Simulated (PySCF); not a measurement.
# Pb₂S: structure of the triplet

The task is one start of a wider search on Pb₂S: the triplet, built as bent. It is relaxed, tested by its Hessian and followed downhill if it is a saddle.

The runs use PySCF 2.14.0; PBE0, basis S def2-SVP, Pb def2-SVP with ECP60, scalar-relativistic core potentials, no spin–orbit coupling, density fitting.

## 1. The starting structure

3 atoms, charge 0, spin multiplicity 3.

Bond lengths: S1–Pb2 2.470 Å, S1–Pb3 2.470 Å. Angles: Pb2–S1–Pb3 110.0°.

Coordinates in bohr (charge 0 multiplicity 3):
```
S     0.0000    0.0000   -2.4861
Pb    3.8235    0.0000    0.1911
Pb   -3.8235    0.0000    0.1911
```

## 2. Relaxation: bent start, triplet

One driver script runs all steps and calls PySCF; scf.py shows how it sets up the SCF of each step. The optimiser is the driver's own. Before each start the driver seeks the lowest SCF state from one or more starting densities and follows internal instabilities, so scf.py alone need not reach the same state.

The program finds C2v symmetry in the start, which this walk keeps. The walk stops when the largest gradient is under 0.0003 Eh/bohr and the energy has settled too.

Input file scf.py:

```python
from pyscf import gto, scf, dft
mol = gto.M(atom='''
S      0.000000     0.000000    -1.315579
Pb     2.023300    -0.000000     0.101121
Pb    -2.023300     0.000000     0.101121''',
    basis={'S': 'def2-SVP', 'Pb': 'def2-SVP'},
    ecp={'Pb': 'def2-SVP'},
    charge=0, spin=2)
mf = dft.UKS(mol, xc='PBE0')
mf.grids.atom_grid = (50, 194)
aux = {'S': 'def2-universal-JKFIT', 'Pb': 'def2-universal-JKFIT'}
mf = mf.density_fit(auxbasis=aux)
mf.kernel()
```

Steps of the walk:

| step | energy (Eh) | change (kJ/mol) | largest symmetric gradient (Eh/bohr) |
| --- | --- | --- | --- |
| 0 | -783.710885 | 0.00 | 0.02045 |
| 1 | -783.714717 | -10.06 | 0.00711 |
| 2 | -783.718102 | -18.95 | 0.01120 |
| 3 | -783.719139 | -21.67 | 0.00959 |
| 4 | -783.720034 | -24.02 | 0.00198 |
| 5 | -783.720061 | -24.09 | 0.00024 |
| 6 | -783.720062 | -24.09 | 0.00001 |

The walk took 15 s on 4 threads, shared host.

Positions (Å) and forces (eV/Å) along the way:

```
step 0
S    0.000   0.000  -1.316   0.000   0.000  -1.052
Pb   2.023   0.000   0.101   0.114   0.000   0.526
Pb  -2.023   0.000   0.101  -0.114   0.000   0.526
step 1
S    0.000   0.000  -1.403   0.000   0.000  -0.366
Pb   1.982   0.000   0.145  -0.301   0.000   0.183
Pb  -1.982   0.000   0.145   0.301   0.000   0.183
step 3
S    0.000   0.000  -1.574   0.001   0.000   0.493
Pb   1.825   0.000   0.230  -0.428   0.000  -0.247
Pb  -1.825   0.000   0.230   0.427   0.000  -0.246
step 6
S    0.000   0.000  -1.578   0.000   0.000  -0.001
Pb   1.763   0.000   0.233  -0.001   0.000   0.000
Pb  -1.763   0.000   0.233   0.000   0.000   0.000
```

After 6 steps and 24.1 kJ/mol it ends at C2v: S–Pb 2.527 Å (×2); Pb–S–Pb 88.5°.

## 3. Frequencies

On the finer grid the gradient is checked again; gradients at displacements of ±0.01 bohr then give force constants and infrared intensities.

scf.py, as its differences from that of step 2:

```diff
@@ -3,3 +3,3 @@
-S      0.000000     0.000000    -1.315579
-Pb     2.023300    -0.000000     0.101121
-Pb    -2.023300     0.000000     0.101121''',
+S      0.000000     0.000000    -1.682163
+Pb     1.762642    -0.000000     0.129546
+Pb    -1.762642     0.000000     0.129546''',
@@ -10 +10 @@
-mf.grids.atom_grid = (50, 194)
+mf.grids.atom_grid = (75, 302)
```

The driver hands on the density of the step before, so the log starts near convergence.

SCF at the final geometry:

```text
init E= -783.719814547385
[... the frontier-level lines of each cycle are left out ...]
cycle= 1 E= -783.719814545652  delta_E= 1.73e-09  |g|= 4.14e-05  |ddm|= 0.000141
cycle= 2 E= -783.71981453178  delta_E= 1.39e-08  |g|= 0.000116  |ddm|= 0.000394
cycle= 3 E= -783.719814547676  delta_E= -1.59e-08  |g|= 3.22e-06  |ddm|= 0.000292
cycle= 4 E= -783.719814547684  delta_E= -7.28e-12  |g|= 1.22e-06  |ddm|= 6.08e-06
Extra cycle  E= -783.719814547678  delta_E= 5.23e-12  |g|= 2.72e-06  |ddm|= 5.7e-06
converged SCF energy = -783.719814547678  <S^2> = 2.0431319  2S+1 = 3.0286181
```

The whole step took 23 s.

Geometry: C2v; S–Pb 2.528 Å (×2); Pb–S–Pb 88.4°.

Modes, for the most abundant isotopes:

| symmetry | ω (cm⁻¹) | IR (km/mol) | μ (u) |
| --- | --- | --- | --- |
| b2 | 288i | 1146 | 36.15 |
| a1 | 67 | 0.2 | 158.56 |
| a1 | 324 | 18.8 | 35.86 |

1 mode is imaginary, the largest at 288i cm⁻¹: a saddle point, not a minimum.

Constants and moments:

- Dipole moment: 2.28 D
- Highest occupied level: -4.06 eV
- Lowest empty level: -2.89 eV
- Rotational constants: 0.173, 0.01304, 0.01213 cm⁻¹
- Zero-point energy (real modes): 2.3 kJ/mol
- Principal polarisabilities: 63.6, 83.1, 420.6 bohr³
- Atomisation energy without zero-point energy: 567 kJ/mol
- Principal traceless quadrupole moments about the centre of mass: -7.17, -2.80, 9.97 D Å
- Spin squared ⟨S²⟩: 2.043

Populations by atom (charges in e):

```csv
atom,Mulliken,Löwdin,polar tensor,spin (Mulliken),Mayer order to S1
S1,-0.42,-0.07,1.56,-0.19,–
"Pb2,3",0.21,0.03,-0.78,1.09,1.15
```

Outer orbital energies (eV). α occupied: -18.63, -13.68, -13.31, -7.64, -7.56, -7.25, -5.15, -4.06; empty: -2.88, -2.10, -0.55, 0.14. β occupied: -23.25, -23.23, -18.65, -12.89, -12.60, -7.43, -7.39, -7.38; empty: -2.89, -1.91, -1.79, -1.07.

Mulliken populations on S1: s 5.93, p 10.46, d 0.03.

## 4. Downhill along the imaginary mode

The start is the last point, displaced along its most imaginary mode.

The program finds Cs symmetry in the start, which this walk keeps.

scf.py, as its differences from that of step 3:

```diff
@@ -3,3 +3,3 @@
-S      0.000000     0.000000    -1.682163
-Pb     1.762642    -0.000000     0.129546
-Pb    -1.762642     0.000000     0.129546''',
+S     -0.120000     0.000000    -1.682393
+Pb     1.771866    -0.000000     0.138797
+Pb    -1.753418    -0.000000     0.119836''',
@@ -10 +10 @@
-mf.grids.atom_grid = (75, 302)
+mf.grids.atom_grid = (50, 194)
```

The optimiser's trace:

| step | energy (Eh) | change (kJ/mol) | largest symmetric gradient (Eh/bohr) |
| --- | --- | --- | --- |
| 0 | -783.721485 | 0.00 | 0.00905 |
| 1 | -783.722410 | -2.43 | 0.00657 |
| 2 | -783.722726 | -3.26 | 0.02862 |
| 3 | -783.725760 | -11.22 | 0.01109 |
| 4 | -783.726509 | -13.19 | 0.00973 |
| 5 | -783.727594 | -16.04 | 0.00868 |
| 6 | -783.728010 | -17.13 | 0.00287 |
| 7 | -783.728096 | -17.36 | 0.00233 |
| 8 | -783.728173 | -17.56 | 0.00229 |
| 9 | -783.728229 | -17.71 | 0.00180 |
| 10 | -783.728284 | -17.85 | 0.00066 |
| 11 | -783.728294 | -17.88 | 0.00018 |
| 12 | -783.728295 | -17.88 | 0.00008 |

The walk took 28 s.

It settles in C2v symmetry, 17.9 kJ/mol below the start, after 12 steps: Pb–Pb 3.028 Å, S–Pb 2.575 Å, S–Pb 2.586 Å; Pb–Pb–S 53.9°, Pb–Pb–S 54.2°, Pb–S–Pb 71.9°.

## 5. Is it a minimum? Harmonic modes

As before: finer grid, then central differences.

scf.py, as its differences from that of step 4:

```diff
@@ -3,3 +3,3 @@
-S     -0.120000     0.000000    -1.682393
-Pb     1.771866    -0.000000     0.138797
-Pb    -1.753418    -0.000000     0.119836''',
+S     -0.047774     0.000000    -1.939634
+Pb     1.518433    -0.000000     0.111695
+Pb    -1.511093    -0.000000     0.186313''',
@@ -10 +10 @@
-mf.grids.atom_grid = (50, 194)
+mf.grids.atom_grid = (75, 302)
```

Log of the central SCF (cycles and frontier levels):

```text
init E= -783.728461614114
[... the frontier-level lines of each cycle are left out ...]
cycle= 1 E= -783.728461614113  delta_E= 9.09e-13  |g|= 2.97e-06  |ddm|= 8e-06
Extra cycle  E= -783.728461614087  delta_E= 2.57e-11  |g|= 6.55e-06  |ddm|= 1.38e-05
converged SCF energy = -783.728461614087  <S^2> = 2.0038419  2S+1 = 3.0025601
```

The whole step took 26 s.

Geometry: C2v; Pb–Pb 3.030 Å, S–Pb 2.581 Å (×2); Pb–Pb–S 54.0° (×2), Pb–S–Pb 71.9°.

Modes, for the most abundant isotopes:

```csv
symmetry,ω (cm⁻¹),IR (km/mol),μ (u)
b2,62,33.6,37.81
a1,102,0.3,172.13
a1,344,26.7,35.23
```

No imaginary mode, so this is a minimum.

Constants and moments:

```yaml
Dipole_moment: 3.03 D
Highest_occupied_level: -4.39 eV
Lowest_empty_level: -3.38 eV
Rotational_constants: 0.1301, 0.01765, 0.01554 cm⁻¹
Zero-point_energy: 3.0 kJ/mol
Principal_polarisabilities: 57.9, 92.0, 224.2 bohr³
Atomisation_energy_without_zero-point_energy: 590 kJ/mol
Principal_traceless_quadrupole_moments_about_the_centre_of_mass: -9.77, -1.60, 11.37 D Å
Entropy_at_298.15_K_and_1_bar_electronic_part_spin_only: 352.4 J/(mol K)
Heat_capacity_Cp_at_298.15_K: 56.3 J/(mol K)
Enthalpy_at_298.15_K_above_0_K: 14.93 kJ/mol
Rotational_symmetry_number: 2
Spin_squared_⟨S²⟩: 2.004
```

Populations by atom (charges in e):

```csv
atom,Mulliken,Löwdin,polar tensor,spin (Mulliken),Mayer order to S1
S1,-0.45,-0.17,-0.10,0.28,–
"Pb2,3",0.23,0.08,0.05,0.86,1.07
```

Mulliken populations on S1: s 5.95, p 10.48, d 0.02.

## 6. All stationary points

| spin | group | bonds | imaginary modes (cm⁻¹) | ΔE (kJ/mol) | with zero-point energy |
| --- | --- | --- | --- | --- | --- |
| triplet | C2v | Pb–Pb 3.030 Å, S–Pb 2.581 Å (×2) | none | 0.0 | 0.0 |
| triplet | C2v | S–Pb 2.528 Å (×2) | 288i | 22.7 | – |

## 7. Summary of results

| quantity | value |
| --- | --- |
| minimum | triplet, C2v |
| geometry | Pb–Pb 3.030 Å, S–Pb 2.581 Å (×2); Pb–Pb–S 54.0° (×2), Pb–S–Pb 71.9° |
| wavenumbers (cm⁻¹) | 62 (b2), 102 (a1), 344 (a1) |
| dipole moment | 3.03 D |
| highest occupied, lowest empty level (either spin) | -4.39, -3.38 eV |
| polar-tensor charge of S1 | -0.10 e |
| zero-point energy | 3.0 kJ/mol |
| entropy at 298.15 K | 352.4 J/(mol K) |
| atomisation energy (no zero-point energy) | 590 kJ/mol |
| ⟨S²⟩ | 2.004 |

**Reading.** The bent start (C2v) ends in a minimum of C2v symmetry, after a first stop at a saddle point 22.7 kJ/mol higher, from which it was pushed off along an imaginary mode. In the infrared the band at 62 cm⁻¹ (b2) leads. Other starts or spin states, not run here, may lie lower. Take wavenumbers under 90 cm⁻¹ as rough. With an element this heavy the missing spin–orbit coupling can shift these numbers.

The search up to here took 99 s on 4 threads, shared host.
